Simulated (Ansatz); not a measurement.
**CH₃AlClFO: a ladder of functionals and wavefunction methods**

The task here is to estimate one member of a computed series from the others.

Computed with Ansatz 0.2.0, Gaussian basis. Level: functionals in def2-TZVPP, the program's frozen cores in correlated methods.

Plan: LDA (SPW92), PBE-D4, revPBE-D4, BLYP-D4, r2SCAN-D4, B97M-V, PBE0-D4, B3LYP-D4, r2SCANh-D4, r2SCAN0-D4, HSE06-D4, BHLYP-D4, CAM-B3LYP-D4, LC-ωPBE, ωB97X-V, ωB97M-V, B2PLYP, PBE-QIDH; CCSD(T)/def2-SVP; CCSD(T)/def2-TZVPP; MP2/def2-QZVPP; extrapolation to the limit; RPA on PBE.

### Structure used throughout

The geometry comes from an earlier relaxation with PBE0-D4 in a triple-zeta def2 set; it is a stationary point, not always the lowest conformer.

SMILES `C[O][Al]([F])[Cl]`, 8 atoms, charge 0, spin multiplicity 1.

Atoms are counted from 1 here; the program's logs count them from 0.

Bond lengths: C1–O2 1.402 Å, C1–H6 1.094 Å, C1–H7 1.094 Å, C1–H8 1.096 Å, O2–Al3 1.663 Å, Al3–F4 1.635 Å, Al3–Cl5 2.077 Å. Angles: O2–C1–H6 109.7°, O2–C1–H7 109.7°, O2–C1–H8 112.4°, H6–C1–H7 108.2°, H6–C1–H8 108.4°, H7–C1–H8 108.4°, C1–O2–Al3 136.1°, O2–Al3–F4 119.1°, O2–Al3–Cl5 121.9°, F4–Al3–Cl5 119.0°.

The first run:

in.yaml

```yaml
crystal:
  periodic: [false, false, false]
  atoms:
    - {symbol: C, position_ang: [-0.623540, -0.334379, 1.085592]}
    - {symbol: O, position_ang: [0.308977, -0.603639, 0.074245]}
    - {symbol: Al, position_ang: [0.868652, 0.181363, -1.280660]}
    - {symbol: F, position_ang: [2.009498, -0.538886, -2.203503]}
    - {symbol: Cl, position_ang: [0.159630, 2.052174, -1.836767]}
    - {symbol: H, position_ang: [-0.125382, -0.347433, 2.059099]}
    - {symbol: H, position_ang: [-1.398213, -1.106361, 1.087907]}
    - {symbol: H, position_ang: [-1.107522, 0.640160, 0.958287]}
basis:
  gaussian: {orbitals: def2-TZVPP}
hamiltonian: {xc: lda}
output: {orbitals: {seedname: orbitals}}
```

Among the steps run: LDA; PBE-D4 (GGA); revPBE-D4 (GGA); BLYP-D4 (GGA); r2SCAN-D4 (meta-GGA); B97M-V (meta-GGA); PBE0-D4 (hybrid); B3LYP-D4 (hybrid); r2SCANh-D4 (hybrid); r2SCAN0-D4 (hybrid); HSE06-D4 (hybrid); BHLYP-D4 (hybrid); CAM-B3LYP-D4 (range-separated); LC-ωPBE-D4 (range-separated; the results give it without D4); ωB97X-V (range-separated); ωB97M-V (range-separated); B2PLYP (double hybrid); PBE-QIDH (double hybrid).

One table of the session follows, with a row left open; its other results are not shown here.

It belongs to the step «Frontier levels by functional». 

```
  functional  HOMO (eV)  gap (eV)
 LDA (SPW92)      -7.31      5.24
      PBE-D4      -7.15      5.37
   revPBE-D4          ?         ?
     BLYP-D4      -7.06      5.32
   r2SCAN-D4      -7.48      6.18
      B97M-V      -7.56      5.97
     PBE0-D4      -8.71      7.80
    B3LYP-D4      -8.47      7.25
  r2SCANh-D4      -8.06      7.04
  r2SCAN0-D4      -8.94      8.32
    HSE06-D4      -8.30      7.02
    BHLYP-D4     -10.21     10.07
CAM-B3LYP-D4     -10.19     10.17
     LC-ωPBE     -11.57     12.89
     ωB97X-V     -11.20     12.31
     ωB97M-V     -11.11     11.88
```

**Question.** Estimate the row for revPBE-D4.

**Answer.** HOMO (eV): -7.09; gap (eV): 5.46. In the column «HOMO (eV)» it lies between PBE-D4 (-7.15) and BLYP-D4 (-7.06).
